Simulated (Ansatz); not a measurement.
Below is the output of a Python script on the Ansatz DFT code, driven from Python that makes a geometry optimisation of C2H5NSi, SMILES C=C=N[SiH3]. Write a script that gives it. Level of theory: r2SCAN, 6-31G* basis, multiplicity 1.

`c2h5nsi.xyz`
```text
9

C     0.26850    2.01070   -0.97890
C     0.21120    0.84340   -0.52770
N     0.18100   -0.24520   -0.12450
Si   -0.13030   -1.65510    0.79980
H    -0.37090    2.30300   -1.87690
H     0.82660    2.83430   -0.52240
H     0.72540   -2.77460    0.42000
H    -1.57380   -2.01180    0.50260
H    -0.04910   -1.35100    2.29090
```

```console
$ python run_opt.py --functional r2SCAN
E = -11518.492219 eV = -423.2967815 Ha
converged: True  doubts: none
final positions (A) and the move of each atom
C     0.26282    2.00311   -0.85374    0.1255
C     0.16923    0.69855   -0.69839    0.2278
N     0.09412   -0.51960   -0.62632    0.5785
Si   -0.19976   -1.58841    0.72950    0.1192
H    -0.61946    2.59238   -1.07948    0.8840
H     1.22281    2.49959   -0.75870    0.5700
H     0.95833   -2.51108    0.82725    0.5381
H    -1.42806   -2.36367    0.42554    0.3886
H    -0.37143   -0.85717    2.01724    0.6501
```

The script that was run (others could print the same):

`run_opt.py`
```python
# -*- coding: utf-8 -*-
'''Geometry optimisation of C2H5NSi.'''

import argparse
import warnings

import ansatz as az
import numpy as np

parser = argparse.ArgumentParser(description='Geometry optimisation of C2H5NSi.')
parser.add_argument('--basis-set', default='6-31G*', help='basis')
parser.add_argument('--functional', required=True, help='exchange-correlation functional')
args = parser.parse_args()


def main():
    warnings.simplefilter('ignore', az.DeckWarning)

    molecule = az.Crystal.molecule_from_extxyz('c2h5nsi.xyz')

    calc = (
        molecule.calculation()
        .basis(gaussian=args.basis_set)
        .functional(args.functional)
    )
    symbols = [site.symbol for site in molecule.cartesian_sites]
    start = np.array([site.position_ang for site in molecule.cartesian_sites], dtype=float)
    report = calc.relax(force_tolerance=0.01).run(threads=1, backend='cpu').report
    end = np.array(report['positions_ang'])

    print(f'E = {report["free_energy_ev"]:.6f} eV = {report["free_energy_ev"] / 27.211386246:.7f} Ha')
    print('converged:', report['converged'], ' doubts:', report['published_state_doubts'] or 'none')

    print('final positions (A) and the move of each atom')
    for symbol, xyz, old in zip(symbols, end, start):
        print(f'{symbol:2s} {xyz[0]:10.5f} {xyz[1]:10.5f} {xyz[2]:10.5f}   {np.linalg.norm(xyz - old):7.4f}')
    with open('c2h5nsi_opt.xyz', 'w') as handle:
        handle.write(f'{len(symbols)}\nrelaxed C2H5NSi\n')
        handle.writelines(f'{s:2s} {x:11.6f} {y:11.6f} {z:11.6f}\n' for s, (x, y, z) in zip(symbols, end))


if __name__ == '__main__':
    main()
```

What to keep in mind:
- Total energies depend on the basis set; only differences at equal settings carry meaning.
- The end point is the stationary point reached from this start; no frequency run checks that it is a minimum, and the basis set is modest.
- It ran for 60 s on 1 thread of Arm Neoverse V2, on a shared host, peak memory 0.22 GiB.

(A comment or docstring line of the script was reworded after the run, the code is as it ran; lines on the test bed's own set-up are left out of the output.)
